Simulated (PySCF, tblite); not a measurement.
# Me2PhSiSBu: geometry, infrared bands, NMR shifts and electronic excitations, part 2 of 2

tblite 0.8.0 and PySCF 2.14.0. Atoms count from 0. The steps go on from the part before.

## Step 5: NMR shieldings: PBE0/pcSseg-1

What the job is given:

```
{"job": {"kind": "nmr", "xc": "PBE0", "basis": "pcSseg-1"}, "charge": 0, "multiplicity": 1}
C     -4.307518    -1.500989    -0.427804
C     -4.324920    -0.009496    -0.123861
C     -2.942217     0.631663    -0.035182
C     -2.106695     0.131365     1.131864
S     -0.505026     0.988533     1.341802
Si     0.659002     0.235151    -0.318163
C      0.202416    -1.558764    -0.647105
C      0.428842     1.260121    -1.874650
C      2.440528     0.359604     0.273479
C      2.789951    -0.053854     1.569205
C      4.112629    -0.013645     2.004124
C      5.114530     0.447170     1.149808
C      4.787102     0.868832    -0.137398
C      3.461531     0.825208    -0.568593
H     -3.807671    -2.080292     0.364112
H     -5.327445    -1.901800    -0.528357
H     -3.776717    -1.707325    -1.371939
H     -4.871377     0.172639     0.818700
H     -4.899668     0.512609    -0.907109
H     -3.038005     1.726331     0.049665
H     -2.398647     0.449297    -0.979128
H     -2.638226     0.303962     2.081452
H     -1.922281    -0.950975     1.067763
H      0.873149    -1.967677    -1.419627
H      0.323062    -2.165416     0.263189
H     -0.832759    -1.667214    -1.006217
H      0.666684     2.316838    -1.680462
H     -0.612033     1.207207    -2.226804
H      1.077217     0.898767    -2.689429
H      2.006845    -0.395688     2.252566
H      4.363688    -0.337858     3.017229
H      6.152426     0.482481     1.490542
H      5.567224     1.236986    -0.808551
H      3.224049     1.164437    -1.580802
```

With the program's defaults for keys left out, this is: GIAO PBE0/pcSseg-1 NMR shielding, non-relativistic, gas phase.

Standard output:

```text
coarse grid: 28680 points
cycle   1  E = -1155.9619890900  dE =  1.502e+00  |g| = 6.005e-01  |ddm| = 5.369e+00
cycle   2  E = -1155.9580285959  dE =  3.960e-03  |g| = 6.323e-01  |ddm| = 1.281e+00
cycle   3  E = -1156.0613365683  dE = -1.033e-01  |g| = 5.244e-02  |ddm| = 6.025e-01
cycle   4  E = -1156.0616252386  dE = -2.887e-04  |g| = 4.182e-02  |ddm| = 1.179e-01
cycle   5  E = -1156.0620735509  dE = -4.483e-04  |g| = 1.120e-02  |ddm| = 5.385e-02
cycle   6  E = -1156.0621067197  dE = -3.317e-05  |g| = 3.885e-03  |ddm| = 1.837e-02
cycle   7  E = -1156.0621105316  dE = -3.812e-06  |g| = 6.127e-04  |ddm| = 4.895e-03
final grid: 265608 points
cycle   8  E = -1156.1491642408  dE = -9.407e-05  |g| = 1.224e-02  |ddm| = 6.617e-02
cycle   9  E = -1156.1491482691  dE =  1.597e-05  |g| = 1.460e-02  |ddm| = 2.615e-02
cycle  10  E = -1156.1492032121  dE = -5.494e-05  |g| = 1.143e-03  |ddm| = 1.503e-02
cycle  11  E = -1156.1492035442  dE = -3.321e-07  |g| = 3.844e-04  |ddm| = 2.182e-03
cycle  12  E = -1156.1492035789  dE = -3.473e-08  |g| = 1.155e-04  |ddm| = 4.679e-04
cycle  13  E = -1156.1492035817  dE = -2.722e-09  |g| = 5.850e-05  |ddm| = 1.834e-04
cycle  14  E = -1156.1492035826  dE = -9.268e-10  |g| = 1.156e-05  |ddm| = 7.040e-05
converged SCF energy = -1156.1492035826

GIAO shielding tensors (ppm)
atom      isotropic    diamagn.    paramagn.     s11        s22        s33       span
  0 C      170.054     246.826     -76.772    155.447    170.854    183.861     28.414
  1 C      159.153     245.222     -86.069    151.802    154.620    171.038     19.236
  2 C      145.085     251.697    -106.612    127.791    137.881    169.582     41.792
  3 C      153.765     256.065    -102.300    130.204    157.799    173.292     43.088
  4 S      621.565    1063.823    -442.258    525.338    564.049    775.307    249.969
  5 Si     337.269     885.428    -548.159    295.356    354.020    362.432     67.076
  6 C      183.329     259.419     -76.091    176.465    183.487    190.033     13.568
  7 C      181.167     259.158     -77.991    175.132    179.855    188.513     13.381
  8 C       42.520     265.072    -222.552    -47.279    -12.435    187.275    234.554
  9 C       42.266     252.428    -210.162    -75.137     26.641    175.293    250.430
 10 C       51.029     253.167    -202.138    -61.547     39.890    174.744    236.291
 11 C       48.812     254.655    -205.843    -61.910     33.224    175.122    237.032
 12 C       51.641     252.865    -201.224    -60.509     40.789    174.641    235.150
 13 C       45.403     251.833    -206.430    -72.966     35.696    173.480    246.446
 14 H       30.158      30.357      -0.199     25.448     30.666     34.361      8.913
 15 H       30.139      24.513       5.626     25.344     27.036     38.036     12.692
 16 H       30.616      30.203       0.412     26.367     29.839     35.641      9.273
 17 H       30.082      28.283       1.799     25.375     28.827     36.042     10.667
 18 H       29.742      27.490       2.253     24.259     28.240     36.728     12.469
 19 H       29.554      33.473      -3.918     24.499     30.732     33.432      8.933
 20 H       30.026      35.982      -5.955     24.361     31.055     34.663     10.302
 21 H       29.218      34.652      -5.434     22.177     29.243     36.235     14.057
 22 H       28.605      37.200      -8.595     23.125     29.490     33.199     10.074
 23 H       31.002      32.956      -1.955     26.554     28.797     37.654     11.100
 24 H       30.894      34.586      -3.692     27.250     28.338     37.095      9.845
 25 H       30.670      35.802      -5.132     25.344     29.320     37.347     12.003
 26 H       30.656      33.228      -2.572     27.070     27.956     36.942      9.872
 27 H       30.728      34.248      -3.520     25.218     30.579     36.386     11.167
 28 H       30.553      33.214      -2.662     25.614     28.117     37.928     12.314
 29 H       23.132      34.925     -11.792     17.845     20.655     30.897     13.053
 30 H       23.773      29.175      -5.402     19.948     24.038     27.333      7.385
 31 H       23.805      25.596      -1.791     20.278     24.830     26.307      6.028
 32 H       23.863      27.561      -3.698     20.100     24.326     27.162      7.062
 33 H       23.732      33.497      -9.766     18.549     21.872     30.774     12.225
```

It took 77 s on 2 threads of AMD EPYC 7R13, shared host; peak memory 2.7 GiB.

The references, computed at this level on geometries of the same kind, shield at (ppm): 1H TMS 31.27, 13C TMS 184.4, 29Si TMS 352.0, 33S CS2 496. Their shielding less the atom's gives the shift. The references are single molecules in the gas phase. Atoms listed in one row are averaged.

| atoms | environment | σ (ppm) | δ (ppm) | δ scaled to CDCl3 | measured |
| --- | --- | --- | --- | --- | --- |
| C8 | substituted aromatic carbon | 42.5 | 141.9 | 137.3 | – |
| C9, C13 | aromatic CH | 43.8 | 140.6 | 136.0 | – |
| C11 | aromatic CH | 48.8 | 135.6 | 131.2 | – |
| C10, C12 | aromatic CH | 51.3 | 133.1 | 128.7 | – |
| C2 | sp3 CH2 | 145.1 | 39.3 | 37.7 | – |
| C3 | sp3 CH2 bonded to S | 153.8 | 30.6 | 25.7 | – |
| C1 | sp3 CH2 | 159.2 | 25.3 | 24.0 | – |
| C0 | methyl carbon | 170.1 | 14.4 | 13.4 | – |
| C6, C7 | methyl carbon bonded to Si | 182.2 | 2.2 | 1.6 | – |
| H29, H33 | hydrogen on an aromatic CH | 23.43 | 7.83 | 7.64 | – |
| H31 | hydrogen on an aromatic CH | 23.80 | 7.46 | 7.29 | – |
| H30, H32 | hydrogen on an aromatic CH | 23.82 | 7.45 | 7.28 | – |
| H21, H22 | hydrogen on an sp3 CH2 bonded to S | 28.91 | 2.36 | 2.45 | – |
| H19, H20 | hydrogen on an sp3 CH2 | 29.79 | 1.48 | 1.62 | – |
| H17, H18 | hydrogen on an sp3 CH2 | 29.91 | 1.36 | 1.50 | – |
| H14, H15, H16 | hydrogen on a methyl carbon | 30.30 | 0.96 | 1.13 | – |
| H23, H24, H25, H26, H27, H28 | hydrogen on a methyl carbon bonded to Si | 30.75 | 0.52 | 0.71 | – |
| S4 | sulfur bonded to C, Si | 622 | -126 | – | – |
| Si5 | silicon bonded to 3 C, S | 337.3 | 14.7 | – | 8.9 |

The scaled column applies a straight-line fit of computed shieldings to shifts measured in CDCl3, with any fitted terms for Cl, Br or S neighbours (root-mean-square error 0.21 ppm for H, 2.0 ppm for C).

Sources of the measured values: solution; U. Herzog, Habilitationsschrift, TU Bergakademie Freiberg, 2002/2003, against TMS.

Charges from the same density, by scheme (e):

```
   atoms  Mulliken    IAO  Hirshfeld  ESP fit
      C0     -0.30  -0.41      -0.11    -0.32
      C1     -0.26  -0.24      -0.06     0.10
      C2     -0.24  -0.24      -0.07    -0.16
      C3     -0.36  -0.32      -0.07     0.03
      S4     -0.27  -0.21      -0.10    -0.43
     Si5      0.93   0.99       0.37     0.80
  C6, C7     -0.62  -0.72      -0.22    -0.78
      C8     -0.41  -0.28      -0.10    -0.12
 C9, C13     -0.08  -0.14      -0.05    -0.06
C10, C12     -0.07  -0.15      -0.05    -0.21
     C11     -0.09  -0.14      -0.04    -0.10
```

Mayer bond orders: C0–C1 1.05, C1–C2 1.05, C2–C3 0.98, C3–S4 1.02, S4–Si5 0.99, Si5–C6 0.98, Si5–C7 0.97, Si5–C8 0.83, C8–C9 1.42, C9–C10 1.45, C10–C11 1.42, C11–C12 1.43, C12–C13 1.45, C13–C8 1.43.

Ring of atoms C8, C9, C10, C11, C12, C13: NICS(0) -8.0, NICS(1) -11.4, NICS(1)zz -28.1 ppm (means of both faces).

## Step 6: TDDFT and polarisability: CAM-B3LYP/def2-SVPD

The job, as its differences from that of step 5:

```diff
@@ -1,2 +1,2 @@
-{"job": {"kind": "nmr", "xc": "PBE0", "basis": "pcSseg-1"}, "charge": 0, "multiplicity": 1}
+{"job": {"kind": "uv", "xc": "CAM-B3LYP", "basis": "def2-SVPD", "ip": false}, "charge": 0, "multiplicity": 1}
 C     -4.307518    -1.500989    -0.427804
```

With the program's defaults for keys left out, this is: TDDFT CAM-B3LYP/def2-SVPD, vertical, gas phase, core orbitals frozen in the response.

Standard output:

```text
coarse grid: 28680 points
cycle   1  E = -1156.0252652875  dE =  1.804e+00  |g| = 4.822e-01  |ddm| = 2.586e+01
cycle   2  E = -1156.0631357199  dE = -3.787e-02  |g| = 3.596e-01  |ddm| = 4.326e+00
cycle   3  E = -1156.0966315514  dE = -3.350e-02  |g| = 4.709e-02  |ddm| = 1.424e+00
cycle   4  E = -1156.0970534821  dE = -4.219e-04  |g| = 3.096e-02  |ddm| = 3.951e-01
cycle   5  E = -1156.0973080556  dE = -2.546e-04  |g| = 5.925e-03  |ddm| = 1.090e-01
cycle   6  E = -1156.0973179363  dE = -9.881e-06  |g| = 1.904e-03  |ddm| = 2.537e-02
final grid: 265608 points
cycle   7  E = -1156.2707943141  dE = -8.393e-05  |g| = 5.583e-03  |ddm| = 3.228e-01
cycle   8  E = -1156.2707952699  dE = -9.558e-07  |g| = 5.418e-03  |ddm| = 5.113e-02
cycle   9  E = -1156.2708028513  dE = -7.581e-06  |g| = 7.074e-04  |ddm| = 2.017e-02
cycle  10  E = -1156.2708029640  dE = -1.127e-07  |g| = 3.678e-04  |ddm| = 3.967e-03
cycle  11  E = -1156.2708030027  dE = -3.871e-08  |g| = 5.786e-05  |ddm| = 1.817e-03
cycle  12  E = -1156.2708030037  dE = -9.995e-10  |g| = 1.485e-05  |ddm| = 2.882e-04
converged SCF energy = -1156.2708030037

Static polarisability (au): isotropic 188.698, principal 145.269 176.309 244.516

Singlet excitations
state   eV       nm        f      main configurations
  1   5.3491    231.8   0.00191   H-2->L 0.51, H-1->L+1 0.35
  2   5.6344    220.0   0.00342   H->L 0.48, H->L+3 0.10, H->L+2 0.08
  3   5.8986    210.2   0.05970   H->L 0.24, H-1->L 0.23, H->L+1 0.12
  4   6.0595    204.6   0.02879   H-1->L 0.42, H-2->L+1 0.17, H->L 0.16
  5   6.4576    192.0   0.04627   H->L+1 0.52, H->L+2 0.21, H->L+4 0.13
  6   6.6537    186.3   0.02304   H->L+3 0.28, H->L+1 0.20, H->L+7 0.14
  7   6.7706    183.1   0.07013   H-4->L 0.69
  8   6.8453    181.1   0.79792   H-2->L+1 0.56, H-1->L 0.25
  9   6.8784    180.3   0.23031   H-1->L+1 0.32, H-2->L 0.23, H->L+4 0.20
 10   6.9231    179.1   0.12994   H->L+2 0.26, H->L+4 0.26, H-1->L+1 0.22

Triplet excitations (Tamm-Dancoff, eV): 4.0151 4.6862 4.7351 5.1277
```

Wall time 3.3 min (2 threads of AMD EPYC 7R13, shared host); peak memory 4.3 GiB.

The orbitals next to the gap, with their largest atomic shares:

| orbital | eV | atoms |
| --- | --- | --- |
| HOMO−3 | -9.32 | S4 54 %, Si5 11 %, C3 10 % |
| HOMO−2 | -8.50 | C10 22 %, C13 22 %, C9 18 % |
| HOMO−1 | -8.46 | C8 22 %, C11 21 %, C9 12 % |
| HOMO | -7.83 | S4 65 %, C3 8 %, Si5 6 % |
| LUMO | 0.46 | C8 19 %, C11 19 %, C13 11 % |
| LUMO+1 | 0.78 | C12 17 %, C9 17 %, C10 17 % |
| LUMO+2 | 1.07 | S4 11 %, C6 8 %, C0 6 % |

With each of the 10 states as a Gaussian band of 0.4 eV half-width at 1/e, the curve within the window shown has maxima at 181 nm (ε 51,000) L/(mol cm). Beyond the last state computed it falls off for lack of states. The curve at chosen wavelengths:

```csv
nm,ε (L/mol/cm)
172,21636
176,38838
179,48283
183,49884
186,43191
190,29611
193,20109
197,11338
200,7683
204,5364
208,4397
211,3902
215,3201
218,2622
222,1864
225,1371
229,860
233,516
236,345
240,200
243,132
247,77
250,51
254,29
257,19
261,10
```

Ground-state properties from the same run:

```csv
property,computed
dipole moment (D),1.79
polarisability (Å³),27.96
HOMO–LUMO gap (eV),8.30
−ε(HOMO) (eV),7.83
```

## Step 7: Nuclear shieldings: CAM-B3LYP/pcSseg-1

The job, as its differences from that of step 6:

```diff
@@ -1,2 +1,2 @@
-{"job": {"kind": "uv", "xc": "CAM-B3LYP", "basis": "def2-SVPD", "ip": false}, "charge": 0, "multiplicity": 1}
+{"job": {"kind": "nmr", "xc": "CAM-B3LYP", "basis": "pcSseg-1", "pop": false}, "charge": 0, "multiplicity": 1}
 C     -4.307518    -1.500989    -0.427804
```

Method: GIAO CAM-B3LYP/pcSseg-1 NMR shielding, non-relativistic, gas phase.

Standard output:

```text
coarse grid: 28680 points
cycle   1  E = -1156.5301467638  dE =  1.914e+00  |g| = 5.050e-01  |ddm| = 5.319e+00
cycle   2  E = -1156.5695802677  dE = -3.943e-02  |g| = 3.859e-01  |ddm| = 1.085e+00
cycle   3  E = -1156.6053192533  dE = -3.574e-02  |g| = 4.382e-02  |ddm| = 3.827e-01
cycle   4  E = -1156.6056771324  dE = -3.579e-04  |g| = 2.797e-02  |ddm| = 9.113e-02
cycle   5  E = -1156.6058750274  dE = -1.979e-04  |g| = 6.615e-03  |ddm| = 3.410e-02
cycle   6  E = -1156.6058865070  dE = -1.148e-05  |g| = 2.144e-03  |ddm| = 9.967e-03
cycle   7  E = -1156.6058877107  dE = -1.204e-06  |g| = 3.972e-04  |ddm| = 3.014e-03
final grid: 265608 points
cycle   8  E = -1156.7207250198  dE = -6.099e-05  |g| = 5.480e-03  |ddm| = 3.800e-02
cycle   9  E = -1156.7207271097  dE = -2.090e-06  |g| = 4.796e-03  |ddm| = 9.896e-03
cycle  10  E = -1156.7207328100  dE = -5.700e-06  |g| = 4.342e-04  |ddm| = 3.984e-03
cycle  11  E = -1156.7207328499  dE = -3.985e-08  |g| = 2.008e-04  |ddm| = 7.986e-04
cycle  12  E = -1156.7207328598  dE = -9.918e-09  |g| = 4.529e-05  |ddm| = 2.984e-04
cycle  13  E = -1156.7207328603  dE = -5.011e-10  |g| = 1.095e-05  |ddm| = 5.862e-05
converged SCF energy = -1156.7207328603

GIAO shielding tensors (ppm)
atom      isotropic    diamagn.    paramagn.     s11        s22        s33       span
  0 C      168.200     245.685     -77.485    153.435    169.010    182.155     28.720
  1 C      157.217     244.206     -86.990    149.755    152.818    169.077     19.323
  2 C      142.779     250.975    -108.196    125.255    135.473    167.609     42.353
  3 C      152.553     255.392    -102.839    129.580    156.759    171.320     41.741
  4 S      611.158    1064.467    -453.309    507.564    551.435    774.476    266.912
  5 Si     327.291     885.499    -558.208    285.634    343.536    352.703     67.069
  6 C      181.447     258.911     -77.464    174.725    181.684    187.931     13.206
  7 C      179.201     258.361     -79.161    173.133    177.954    186.515     13.382
  8 C       36.247     265.571    -229.324    -58.629    -19.035    186.404    245.033
  9 C       36.624     252.695    -216.071    -86.159     22.504    173.527    259.687
 10 C       45.544     253.035    -207.491    -72.236     35.927    172.941    245.178
 11 C       43.231     254.194    -210.963    -72.759     29.206    173.248    246.007
 12 C       46.164     252.657    -206.492    -71.174     36.866    172.801    243.975
 13 C       39.852     252.160    -212.307    -83.967     31.822    171.702    255.669
 14 H       30.210      30.655      -0.445     25.562     30.741     34.328      8.766
 15 H       30.191      24.287       5.904     25.446     27.148     37.978     12.531
 16 H       30.647      30.540       0.106     26.450     29.898     35.592      9.142
 17 H       30.155      28.053       2.101     25.518     28.932     36.014     10.497
 18 H       29.831      27.294       2.537     24.428     28.380     36.687     12.259
 19 H       29.645      33.447      -3.802     24.640     30.828     33.468      8.828
 20 H       30.103      36.621      -6.518     24.509     31.120     34.679     10.170
 21 H       29.359      34.595      -5.236     22.363     29.393     36.322     13.959
 22 H       28.771      37.725      -8.954     23.355     29.655     33.303      9.947
 23 H       31.107      33.163      -2.055     26.738     28.949     37.635     10.897
 24 H       30.971      34.968      -3.997     27.398     28.483     37.031      9.633
 25 H       30.771      36.286      -5.515     25.541     29.450     37.322     11.780
 26 H       30.741      33.389      -2.648     27.199     28.132     36.892      9.693
 27 H       30.805      34.621      -3.816     25.371     30.662     36.382     11.012
 28 H       30.638      33.359      -2.721     25.794     28.275     37.845     12.051
 29 H       23.254      35.431     -12.177     18.020     20.718     31.024     13.004
 30 H       23.876      28.964      -5.088     20.062     24.066     27.501      7.439
 31 H       23.903      25.003      -1.100     20.388     24.832     26.488      6.101
 32 H       23.970      27.206      -3.236     20.216     24.360     27.333      7.117
 33 H       23.843      33.796      -9.953     18.705     21.903     30.922     12.217
```

Wall time 1.7 min (2 threads of AMD EPYC 7R13, shared host); peak memory 3.2 GiB.

In short: δ C8 146.2, C9 144.2, C11 139.2, C10 136.6, H29 7.78, H31 7.43 ppm (means over like atoms).

## Step 8: Side by side: NMR shifts

Shifts (ppm) of some atoms, chosen among heavy atoms and hydrogens apart, means over like atoms, with basis size and wall time:

```
               run     C8     C9    C11    C10   H29   H21    S4  functions     time
     PBE0/pcSseg-1  141.9  140.6  135.6  133.1  7.83  2.36  -126        352     77 s
CAM-B3LYP/pcSseg-1  146.2  144.2  139.2  136.6  7.78  2.26  -124        352  1.7 min
```

## Step 9: Results

This closing draws on all 2 parts.

```
                                                               quantity                                                        value
                              strongest single infrared mode (GFN2-xTB)                                         841 cm⁻¹, 227 km/mol
                                           zero-point energy (GFN2-xTB)                                               179.2 kcal/mol
                                                            point group                                                           C1
                                   rotational constants (main isotopes)                                         1.30, 0.24, 0.23 GHz
13C shifts against TMS (PBE0/pcSseg-1, means over atoms taken as alike)  141.9, 140.6, 135.6, 133.1, 39.3, 30.6, 25.3, 14.4, 2.2 ppm
 1H shifts against TMS (PBE0/pcSseg-1, means over atoms taken as alike)           7.83, 7.46, 7.45, 2.36, 1.48, 1.36, 0.96, 0.52 ppm
                                 33S shifts against CS2 (PBE0/pcSseg-1)                                                     -126 ppm
                                29Si shifts against TMS (PBE0/pcSseg-1)                                                     14.7 ppm
                               measured, and computed on the same scale                                          Si5 δ 8.9, 14.7 ppm
                                   lowest singlet (CAM-B3LYP/def2-SVPD)                                  5.35 eV (232 nm), f = 0.002
                               brightest single state of those computed                                  state 8, 6.85 eV, f = 0.798
                                                         lowest triplet                                                      4.02 eV
                                               range of the shift of C8                                           141.9 to 146.2 ppm
```

**Reading.** Relaxing lowered the energy by 0.692 eV in 263 steps; the close pair that moved most is C2–C3, from 1.470 to 1.519 Å (GFN2-xTB). No mode is imaginary among the 96: a minimum at this level. The strongest single mode, at 841 cm⁻¹, has its largest shares on H27, H25, H23 and H28 (the list is cut at 4 atoms). Unscaled tight-binding wavenumbers are off by several per cent, some by more. Its intensities can rank the bands wrongly. The optimisation took 15 steps and gained 0.291 eV; among the close pairs (by a distance rule), C3–S4 changed most, from 1.790 to 1.829 Å (PBE0/def2-SVP). The one measured 29Si shift is missed by +5.8 ppm (computed less measured, unscaled). Vibration, temperature and solvent are missing from the calculation, and it holds one conformer, so part of the miss against the measured shifts is not the functional's. NICS(1)zz of -28 ppm above the planar ring from C8 marks a diatropic (aromatic) ring current. The first singlet state (HOMO−2→LUMO 0.51, HOMO−1→LUMO+1 0.35) lies at 5.35 eV and is weak; of the 10 states computed, the strongest absorption comes from state 8 at 6.85 eV. The lowest triplet lies 1.33 eV below the lowest singlet (triplets in Tamm-Dancoff, singlets in full TDDFT). In ppm, C8 moves most: its shift spreads over 4.3 ppm, from 141.9 (PBE0/pcSseg-1) to 146.2 (CAM-B3LYP/pcSseg-1).
